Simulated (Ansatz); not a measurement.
# RbHgBr2: the cost of one run

Computed with Ansatz 0.2.0 (DFT PBE, scalar-relativistic, plane waves, PAW, unless a step's input says otherwise).

## 1. The structure to begin with

The structure is tetragonal, space group P4/mmm (No. 123). The conventional cell has a = 5.346 Å, b = 5.346 Å, c = 4.935 Å, α = 90.00°, β = 90.00°, γ = 90.00°. Rb (site symmetry 4/mmm) has 8 Br at 3.64 Å as nearest neighbours. Hg (site symmetry 4/mmm) is surrounded by 4 Br at 2.67 Å. Br (site symmetry mmm) has 2 Hg at 2.67 Å and 4 Rb at 3.64 Å as nearest neighbours.

Structure file:

```
Rb Hg Br
1.0
     5.34600    0.00000    0.00000
     0.00000    5.34600    0.00000
     0.00000    0.00000    4.93465
Rb Hg Br
1 1 2
Direct
  0.50000 0.50000 0.50000
  0.00000 0.00000 0.00000
  0.50000 0.00000 0.00000
  0.00000 0.50000 0.00000
```

Recipe of the guess: perovskite family, infinite layers (P4/mmm, No. 123). Lengths come from tabulated atomic sizes and are only a guess.

## 2. A first look at the guess

input.yaml reads:

```yaml
crystal:
  lattice:
    - [5.346, 0.0, 0.0]
    - [0.0, 5.346, 0.0]
    - [0.0, 0.0, 4.93465136]
  atoms:
    - { symbol: Rb, position: [0.5, 0.5, 0.5] }
    - { symbol: Hg, position: [0.0, 0.0, 0.0] }
    - { symbol: Br, position: [0.5, 0.0, 0.0] }
    - { symbol: Br, position: [0.0, 0.5, 0.0] }
basis:
  ecutwfc: 420
kpoints:
  mp_grid: { grid: [4, 4, 4] }
hamiltonian:
  xc: pbe
scf:
  occupations: { method: gaussian, width: 0.1 }
  lower_state_search: "off"
output:
  forces: true
  stress: true
  eigenvalues: true
```

Started as:

```
$ ansatz run input.yaml --threads 1 --pin off --max-ram 2048MiB --backend cpu --events-out ev --progress --plain --runs-dir out
```

**Question.** How long does this run take on 1 thread of Arm Neoverse V1, shared host, and how much memory does it need?

About 4 s, with a peak of 0.38 GiB.
